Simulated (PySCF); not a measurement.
# C4H14O2Si3: vibronic structure

Wanted: vibronic structure for C4H14O2Si3 (`CCC(=O)O[Si@H]([SiH3])C[SiH3]`).

Computed with PySCF 2.14.0 and routines of our own; the level stands in each step. Atoms count from 0.

### Step 1. The system as given

23 atoms, charge 0, multiplicity 1; geometry from: GFN2-xTB.

### Step 2. Vibronic structure: TDDFT PBE0/def2-SV(P)

What the job is given:

```
{"job": {"kind": "vib", "xc": "PBE0", "basis": "def2-SV(P)", "tda": false}, "charge": 0, "multiplicity": 1}
C     -4.063045     0.012054     0.139777
C     -2.788296    -0.201080     0.942579
C     -1.553659     0.247027     0.193643
O     -1.578535     0.755767    -0.901955
O     -0.446362     0.029138     0.859963
Si     1.094532     0.463377     0.294253
Si     0.854620     1.274954    -1.849387
C      2.086485    -1.138272     0.536334
Si     3.954546    -0.883269     0.347748
H     -4.930402    -0.293393     0.719341
H     -4.167204     1.060516    -0.126054
H     -4.030532    -0.566358    -0.779848
H     -2.818003     0.358611     1.881065
H     -2.655381    -1.254562     1.200388
H      1.445112     1.390732     1.382586
H      0.135074     2.544024    -1.928502
H      2.212736     1.561761    -2.363070
H      0.292102     0.300211    -2.785829
H      1.877752    -1.550724     1.524191
H      1.760467    -1.892397    -0.182021
H      4.650332    -2.149779     0.602626
H      4.247425    -0.425280    -1.010263
H      4.415485     0.115620     1.312515
```

With the program's defaults for keys left out, this is: TDDFT PBE0/def2-SV(P) vertical-gradient vibronic structure (displaced harmonic oscillators, Condon), gas phase.

Started as:

```bash
$ OMP_NUM_THREADS=1 python excited_run.py task.json out
```

One launch serves the whole session: the jobs run in the order shown.

What it wrote:

```text
final grid: 84928 points
cycle   1  E = -1178.3993331011  dE =  8.607e-01  |g| = 9.476e-01  |ddm| = 4.609e+00
cycle   2  E = -1178.0994849357  dE =  2.998e-01  |g| = 1.562e+00  |ddm| = 2.560e+00
cycle   3  E = -1178.5656335158  dE = -4.661e-01  |g| = 2.733e-01  |ddm| = 1.829e+00
cycle   4  E = -1178.5797386351  dE = -1.411e-02  |g| = 7.615e-02  |ddm| = 3.109e-01
cycle   5  E = -1178.5807231606  dE = -9.845e-04  |g| = 2.416e-02  |ddm| = 7.959e-02
cycle   6  E = -1178.5808590050  dE = -1.358e-04  |g| = 3.785e-03  |ddm| = 2.535e-02
cycle   7  E = -1178.5808624952  dE = -3.490e-06  |g| = 1.189e-03  |ddm| = 5.410e-03
cycle   8  E = -1178.5808628667  dE = -3.715e-07  |g| = 3.562e-04  |ddm| = 1.790e-03
cycle   9  E = -1178.5808628985  dE = -3.187e-08  |g| = 7.455e-05  |ddm| = 4.822e-04
cycle  10  E = -1178.5808629002  dE = -1.622e-09  |g| = 1.484e-05  |ddm| = 1.187e-04
cycle  11  E = -1178.5808629002  dE = -5.798e-11  |g| = 5.877e-06  |ddm| = 2.872e-05
converged SCF energy = -1178.5808629002

Singlet excitations (eV, f): 6.013 (0.0018)  6.747 (0.0431)  6.967 (0.0186)  7.100 (0.0186)  7.236 (0.0087)  7.297 (0.0311)

State S1  6.0133 eV  f = 0.00181  H->L+1 0.48, H->L+2 0.32
  relaxed dipole 0.778 D, largest gradient of the excitation energy 0.1464 Eh/bohr
  mode    cm-1        S   lambda/meV  Raman
   49   1729.6    2.0917     448.5   1.000
   41   1214.5    0.2003      30.2   0.047
   25    708.1    0.3117      27.4   0.025
   43   1322.5    0.1267      20.8   0.035
   37   1044.9    0.1320      17.1   0.023
   35    908.7    0.0658       7.4   0.009
   26    736.1    0.0753       6.9   0.007
    5     86.6    0.5416       5.8   0.001
   14    371.4    0.1093       5.0   0.002
   42   1217.2    0.0255       3.9   0.006
    4     57.4    0.5398       3.8   0.000
   18    519.0    0.0595       3.8   0.003
  reorganisation energy 0.6158 eV, total S 5.026, 0-0 5.3975 eV
  absorption maximum 5.846 eV, width 0.730 eV

State S2  6.7469 eV  f = 0.04313  H->L 0.90
  relaxed dipole 5.253 D, largest gradient of the excitation energy 0.0669 Eh/bohr
  mode    cm-1        S   lambda/meV  Raman
   26    736.1    3.3581     306.5   1.000
   12    256.7    8.5132     271.0   0.308
    5     86.6   20.2221     217.1   0.083
   18    519.0    2.7102     174.4   0.401
   19    528.0    1.9606     128.4   0.300
   21    585.8    1.5218     110.5   0.287
    6     95.2    9.1817     108.3   0.046
   27    765.3    0.8697      82.5   0.280
   14    371.4    1.7297      79.7   0.131
   25    708.1    0.7914      69.5   0.218
   16    481.5    0.9092      54.3   0.116
   41   1214.5    0.3248      48.9   0.263
  reorganisation energy 2.0027 eV, total S 60.331, 0-0 4.7442 eV

State S6  7.2967 eV  f = 0.03110  H-2->L 0.74, H-1->L 0.10
  relaxed dipole 6.083 D, largest gradient of the excitation energy 0.0819 Eh/bohr
  mode    cm-1        S   lambda/meV  Raman
   14    371.4    6.0665     279.4   0.649
   13    283.0    6.2902     220.7   0.391
   26    736.1    2.3794     217.1   1.000
   25    708.1    2.3941     210.2   0.931
    5     86.6   15.4489     165.8   0.090
   18    519.0    1.3578      87.4   0.284
   22    643.8    0.7441      59.4   0.239
   27    765.3    0.5492      52.1   0.250
   29    791.3    0.2702      26.5   0.131
   11    202.5    0.8891      22.3   0.028
   10    187.0    0.7882      18.3   0.021
   51   2164.0    0.0540      14.5   0.196
  reorganisation energy 1.4979 eV, total S 40.140, 0-0 5.7987 eV

State T1  5.4902 eV  f = 0.00000  H->L+1 0.43, H->L+2 0.33
  relaxed dipole 0.678 D, largest gradient of the excitation energy 0.1410 Eh/bohr
  mode    cm-1        S   lambda/meV  Raman
   49   1729.6    1.9215     412.0   1.000
   41   1214.5    0.2282      34.4   0.059
   25    708.1    0.2995      26.3   0.026
   43   1322.5    0.1082      17.7   0.033
   37   1044.9    0.1273      16.5   0.024
   35    908.7    0.0898      10.1   0.013
   14    371.4    0.1649       7.6   0.004
   26    736.1    0.0700       6.4   0.007
   21    585.8    0.0742       5.4   0.004
   42   1217.2    0.0304       4.6   0.008
   11    202.5    0.1718       4.3   0.001
   39   1110.9    0.0295       4.1   0.006
  reorganisation energy 0.5841 eV, total S 4.305, 0-0 4.9061 eV
  absorption maximum 5.348 eV, width 0.708 eV
```

It took 2.9 min on 1 thread of Intel Xeon at 2.70GHz, shared host; peak memory 1.1 GiB.

The fields below are evaluated on a grid from the run's orbitals.

Frontier orbitals at PBE0/def2-SV(P), with the share of their density that lies nearest to each atom:

```tsv
orbital	energy (eV)	lies on
HOMO	-7.89	O3 41 %; H16 16 %; Si5, Si6 about 10 % each
LUMO	-0.05	Si5 30 %; H14 16 %; Si6 9 %
```

ELF in a plane through or near 10 of the atoms.

Values, 10 rows by 14 columns:
```
0.00 0.00 0.00 0.00 0.00 0.00 0.00 0.00 0.00 0.00 0.00 0.00 0.00 0.00
0.00 0.00 0.00 0.00 0.00 0.00 0.00 0.00 0.00 0.00 0.00 0.00 0.00 0.00
0.00 0.00 0.02 0.02 0.00 0.42 0.01 0.00 0.00 0.03 0.00 0.00 0.00 0.00
0.00 0.07 0.95 0.78 0.32 1.00 0.23 0.17 0.03 1.00 0.23 0.33 0.18 0.00
0.00 0.03 0.52 0.76 0.92 0.24 0.33 0.80 0.29 0.54 0.80 1.00 0.98 0.00
0.00 0.01 0.64 0.98 0.23 0.48 0.32 0.07 0.68 0.18 0.50 0.54 0.06 0.00
0.00 0.00 0.69 0.98 0.01 0.36 0.45 0.13 0.72 0.84 0.06 0.34 0.00 0.00
0.00 0.00 0.00 0.00 0.96 0.99 0.49 0.36 0.04 0.05 0.00 0.00 0.00 0.00
0.00 0.00 0.00 0.00 0.66 0.78 0.11 0.18 0.01 0.00 0.00 0.00 0.00 0.00
0.00 0.00 0.00 0.00 0.00 0.00 0.00 0.00 0.00 0.00 0.00 0.00 0.00 0.00
```
The map spans 15.0 Å across and 11.4 Å up, centred on the molecule. Atoms in the plane (x, y in Å): C0 (4.1, 0.2), O3 (1.6, -1.1), Si6 (-0.8, -2.3), C7 (-2.2, 1.1), Si8 (-4.0, 0.7), H9 (4.9, 0.9), H13 (2.6, 1.8), H16 (-2.1, -2.9), H18 (-2.0, 2.1), H21 (-4.3, -0.7).

On the surface of density 0.002 e/bohr³ the electrostatic potential runs, from the 1st to the 99th percentile, from -1.36 V near O3 to 1.05 V near H14.

### Step 3. Vibronic structure: TDDFT BHandHLYP/3-21G

The job, as its differences from that of step 2:

```diff
@@ -1,2 +1,2 @@
-{"job": {"kind": "vib", "xc": "PBE0", "basis": "def2-SV(P)", "tda": false}, "charge": 0, "multiplicity": 1}
+{"job": {"kind": "vib", "xc": "BHandHLYP", "basis": "3-21G", "tda": false, "temperature": 10}, "charge": 0, "multiplicity": 1}
 C     -4.063045     0.012054     0.139777
```

Method: TDDFT BHandHLYP/3-21G vertical-gradient vibronic structure (displaced harmonic oscillators, Condon), gas phase.

What it wrote:

```text
final grid: 84928 points
cycle   1  E = -1173.1649716945  dE =  4.580e-01  |g| = 8.814e-01  |ddm| = 4.320e+00
cycle   2  E = -1173.0997208745  dE =  6.525e-02  |g| = 1.120e+00  |ddm| = 1.828e+00
cycle   3  E = -1173.3222418464  dE = -2.225e-01  |g| = 1.622e-01  |ddm| = 1.137e+00
cycle   4  E = -1173.3267734789  dE = -4.532e-03  |g| = 5.795e-02  |ddm| = 1.933e-01
cycle   5  E = -1173.3273747207  dE = -6.012e-04  |g| = 9.757e-03  |ddm| = 6.075e-02
cycle   6  E = -1173.3273999148  dE = -2.519e-05  |g| = 2.570e-03  |ddm| = 1.446e-02
cycle   7  E = -1173.3274018384  dE = -1.924e-06  |g| = 8.019e-04  |ddm| = 4.545e-03
cycle   8  E = -1173.3274020669  dE = -2.285e-07  |g| = 2.621e-04  |ddm| = 1.697e-03
cycle   9  E = -1173.3274020915  dE = -2.460e-08  |g| = 8.975e-05  |ddm| = 5.336e-04
cycle  10  E = -1173.3274020940  dE = -2.410e-09  |g| = 2.004e-05  |ddm| = 1.478e-04
cycle  11  E = -1173.3274020941  dE = -1.073e-10  |g| = 3.208e-06  |ddm| = 4.060e-05
converged SCF energy = -1173.3274020941

Singlet excitations (eV, f): 6.243 (0.0018)  7.812 (0.0498)  8.005 (0.0122)  8.057 (0.0283)  8.264 (0.0202)  8.337 (0.0334)

State S1  6.2427 eV  f = 0.00178  H->L+2 0.43, H->L+1 0.17, H-2->L+2 0.14
  relaxed dipole 0.707 D, largest gradient of the excitation energy 0.1462 Eh/bohr
  mode    cm-1        S   lambda/meV  Raman
   49   1729.6    1.8801     403.2   1.000
   41   1214.5    0.3246      48.9   0.085
   35    908.7    0.1783      20.1   0.026
   43   1322.5    0.1175      19.3   0.037
   37   1044.9    0.1458      18.9   0.028
   25    708.1    0.1664      14.6   0.015
   14    371.4    0.2984      13.7   0.007
   42   1217.2    0.0456       6.9   0.012
   26    736.1    0.0609       5.6   0.006
   15    446.0    0.0836       4.6   0.003
    6     95.2    0.3249       3.8   0.001
   11    202.5    0.1434       3.6   0.001
  reorganisation energy 0.5856 eV, total S 4.247, 0-0 5.6570 eV
  absorption maximum 6.095 eV, width 0.674 eV

State S2  7.8122 eV  f = 0.04982  H->L 0.65, H-1->L 0.14
  relaxed dipole 2.606 D, largest gradient of the excitation energy 0.0600 Eh/bohr
  mode    cm-1        S   lambda/meV  Raman
   26    736.1    3.8415     350.6   1.000
    5     86.6   19.4150     208.4   0.070
   12    256.7    5.5496     176.6   0.176
    6     95.2   14.1799     167.3   0.062
   18    519.0    2.3666     152.3   0.306
   19    528.0    2.0478     134.1   0.274
   14    371.4    2.2446     103.4   0.149
   11    202.5    4.0508     101.7   0.080
   16    481.5    1.1798      70.4   0.131
   25    708.1    0.7138      62.7   0.172
   10    187.0    2.3906      55.4   0.040
   22    643.8    0.6412      51.2   0.128
  reorganisation energy 1.9371 eV, total S 66.118, 0-0 5.8751 eV

State S6  8.3372 eV  f = 0.03340  H-2->L 0.26, H->L+2 0.17, H-1->L+1 0.10
  relaxed dipole 2.631 D, largest gradient of the excitation energy 0.0698 Eh/bohr
  mode    cm-1        S   lambda/meV  Raman
   49   1729.6    0.4420      94.8   1.000
   14    371.4    1.5788      72.7   0.165
    6     95.2    5.4963      64.8   0.038
   22    643.8    0.5408      43.2   0.170
   27    765.3    0.3229      30.6   0.143
    4     57.4    4.0688      29.0   0.010
   26    736.1    0.3099      28.3   0.127
   10    187.0    1.1194      26.0   0.030
   18    519.0    0.2814      18.1   0.057
   41   1214.5    0.1004      15.1   0.112
   16    481.5    0.2322      13.9   0.041
   13    283.0    0.3917      13.7   0.024
  reorganisation energy 0.5634 eV, total S 17.704, 0-0 7.7738 eV

State T1  5.7198 eV  f = 0.00000  H->L+2 0.43, H->L+1 0.16, H-2->L+2 0.13
  relaxed dipole 0.587 D, largest gradient of the excitation energy 0.1404 Eh/bohr
  mode    cm-1        S   lambda/meV  Raman
   49   1729.6    1.7339     371.8   1.000
   41   1214.5    0.3325      50.1   0.095
   35    908.7    0.1923      21.7   0.031
   37   1044.9    0.1354      17.5   0.029
   25    708.1    0.1980      17.4   0.019
   43   1322.5    0.1013      16.6   0.034
   14    371.4    0.3278      15.1   0.009
    6     95.2    1.1643      13.7   0.002
   42   1217.2    0.0477       7.2   0.014
   26    736.1    0.0656       6.0   0.007
   11    202.5    0.2365       5.9   0.002
   15    446.0    0.1034       5.7   0.004
  reorganisation energy 0.5831 eV, total S 5.447, 0-0 5.1368 eV
  absorption maximum 5.591 eV, width 0.684 eV
```

Run time: 1.8 min. Hardware: 1 thread of Intel Xeon at 2.70GHz, shared host; peak memory 0.98 GiB.

### Step 4. Results

| quantity | value |
| --- | --- |
| S1: vertical, reorganisation, 0-0, total S (step 2, TDDFT PBE0/def2-SV(P), modes from GFN2-xTB) | 6.01, 0.62, 5.40 eV; 5.0 |
| S2: vertical, reorganisation, 0-0, total S (step 2, TDDFT PBE0/def2-SV(P), modes from GFN2-xTB) | 6.75, 2.00, 4.74 eV; 60.3 |
| S6: vertical, reorganisation, 0-0, total S (step 2, TDDFT PBE0/def2-SV(P), modes from GFN2-xTB) | 7.30, 1.50, 5.80 eV; 40.1 |
| surface potential, 1st and 99th percentile | -1.36 V and 1.05 V |
| S1: vertical, reorganisation, 0-0, total S (step 3, TDDFT BHandHLYP/3-21G, modes from GFN2-xTB) | 6.24, 0.59, 5.66 eV; 4.2 |
| S2: vertical, reorganisation, 0-0, total S (step 3, TDDFT BHandHLYP/3-21G, modes from GFN2-xTB) | 7.81, 1.94, 5.88 eV; 66.1 |
| S6: vertical, reorganisation, 0-0, total S (step 3, TDDFT BHandHLYP/3-21G, modes from GFN2-xTB) | 8.34, 0.56, 7.77 eV; 17.7 |

**Reading.** In steps 2, 3 the harmonic model is doubtful. Where the total S runs above about 15, the geometry moves far on excitation and the harmonic model is stretched, so its 0-0 value is in doubt. The vibronic model keeps the ground-state modes (from xTB) and shifts them along the gradient alone, so it can miss much of the relaxation that a full optimisation finds.
